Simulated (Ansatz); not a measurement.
## NiMoIrPdW: single point with PBE

NiMoIrPdW:

```
Ni Mo Pd Ir W
1.0
     4.14670    0.00000    0.00000
    -2.07335    3.59115    0.00000
     0.00000    0.00000    5.41629
Ni Mo Pd Ir W
1 1 1 1 1
Direct
  0.00000 0.00000 0.02221
  0.66667 0.33333 0.45996
  0.33333 0.66667 0.74601
  0.33333 0.66667 0.25641
  0.66667 0.33333 0.99985
```

The cell was built by a generator and needn't be a form met in nature.

```json
{
  "Program": "Ansatz 0.2.0",
  "Task": "single point",
  "Functional": "PBE",
  "Potentials or basis": "Ansatz NC with PseudoDojo standard (PBE files)",
  "Cutoff": "1400 eV (not typed: the program's choice for these potentials)",
  "k mesh": "7 × 7 × 5",
  "Occupations": "fermi-dirac, width 0.05 eV",
  "Spin": "collinear spin, ferromagnetic start",
  "Starting moments": "[1.0, 1.0, 0.0, 0.6, 0.0] μB"
}
```

- Pressure: 0.1 GPa
- Largest force: 0.172 eV/Å
- Band gap on the k mesh: none (metal or under the smearing width)
- Net moment: 0.00 μB per cell
- Absolute moment: 0.00 μB per cell

Forces in eV/Å, atoms in the order of the input:
```
Ni   0.000  0.000  0.049
Mo   0.000  0.000  0.172
Pd   0.000  0.000  0.003
Ir   0.000  0.000 -0.080
W    0.000  0.000 -0.144
```

Levels at points of the mesh, in eV from the Fermi level:
Spin up:
| k point | band 37 | band 38 | band 39 | band 40 | band 41 | band 42 | band 43 | band 44 |
| --- | --- | --- | --- | --- | --- | --- | --- | --- |
| (0.00, 0.00, 0.00) | -1.63 | -1.41 | -1.41 | -0.75 | 0.80 | 0.80 | 2.01 | 2.01 |
Spin down:
```tsv
k point	band 36	band 37	band 38	band 39	band 40	band 41	band 42	band 43	band 44	band 45
(0.00, 0.00, 0.00)	-1.63	-1.63	-1.41	-1.41	-0.75	0.80	0.80	2.01	2.01	2.42
```

Run time: 25 s on 8 threads of AMD EPYC 9R14 (Zen 4), with other jobs on the host, peak memory 1.8 GiB.

Caveat: the starting moments weren't kept. The run has no spin-orbit coupling, so splittings on Ir, W are missing.
